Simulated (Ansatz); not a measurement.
# C2H6OSi2: the cost of one run

Program: the Python package of Ansatz 0.2.0. Level of theory: PBE0/cc-pVDZ. These are calculated values, not measurements.

### Step 1. Starting point

Bond lengths: Si1–Si2 2.236 Å, Si2–C3 1.700 Å, C3–C4 1.303 Å, C3–O5 1.379 Å, C4–O5 1.354 Å, Si1–H6 1.533 Å, Si1–H7 1.483 Å, Si1–H8 1.530 Å, Si2–H9 1.522 Å, Si2–H10 1.498 Å, C4–H11 1.043 Å. Angles (14 of 19 angles, heavy atoms first): Si1–Si2–C3 110.8°, Si2–C3–C4 157.5°, Si2–C3–O5 141.2°, C4–C3–O5 60.6°, C3–C4–O5 62.5°, C3–O5–C4 57.0°, Si1–Si2–H9 108.3°, Si1–Si2–H10 109.1°, C3–Si2–H9 112.3°, C3–Si2–H10 112.6°, Si2–Si1–H6 112.9°, Si2–Si1–H7 113.0°, Si2–Si1–H8 112.6°, C3–C4–H11 154.9°.

The script reads c2h6osi2.xyz:

```xyz
11

Si   -1.23680    1.46270    0.13570
Si    0.52580    0.20470    0.69270
C     0.72080   -1.08080   -0.40310
C     1.07200   -2.26470   -0.82030
O     0.73160   -1.34720   -1.75570
H    -1.46580    2.62890    1.10380
H    -2.50890    0.70150    0.11930
H    -1.07330    2.13400   -1.22980
H     0.33520   -0.27970    2.12330
H     1.74090    1.07590    0.78140
H     1.22390   -3.29250   -0.72660
```

### Step 2. Script

opt_c2h6osi2.py

```python
'''Geometry optimisation of C2H6OSi2.'''

import ansatz as az
import numpy as np

molecule = az.Crystal.molecule_from_extxyz('c2h6osi2.xyz')

setup = (
    molecule.calculation()
    .basis(gaussian='cc-pVDZ')
    .functional('pbe0')
)
symbols = [site.symbol for site in molecule.cartesian_sites]
start = np.array([site.position_ang for site in molecule.cartesian_sites], dtype=float)
def progress(event):
    if event['event'] == 'relax_step':
        row = event['data']
        print(f'step {row["step"]:3d}  E = {row["lagrangian_ev"]:.6f} eV  max force {row["allowed_force_max_ev_ang"]:.4f} eV/A')


summary = setup.relax(force_tolerance=0.01).session().plan().execute(on_event=progress).report
end = np.array(summary['positions_ang'])

for key in ('converged', 'free_energy_ev', 'reference_energy_ev', 'n_frozen', 'n_occupied', 'n_virtual'):
    print(f'{key:22s} {summary[key]}')

print('final positions (A) and the move of each atom')
for symbol, xyz, old in zip(symbols, end, start):
    print(f'{symbol:2s} {xyz[0]:10.5f} {xyz[1]:10.5f} {xyz[2]:10.5f}   {np.linalg.norm(xyz - old):7.4f}')

charges = summary['charge_distribution']
print('dipole moment', round(4.803205 * float(np.linalg.norm(charges['dipole_moment_e_ang'])), 3), 'D')
print('Mulliken:', [(s, round(q, 3)) for s, q in zip(symbols, charges['mulliken_charges_e'])])
```

### Step 3. Launch

Started as:

```bash
python opt_c2h6osi2.py
```

**Question.** How long does this script take on 1 thread of Arm Neoverse V2, shared host, and how much memory does it need?

About 2.4 min, with a peak of 0.31 GiB.
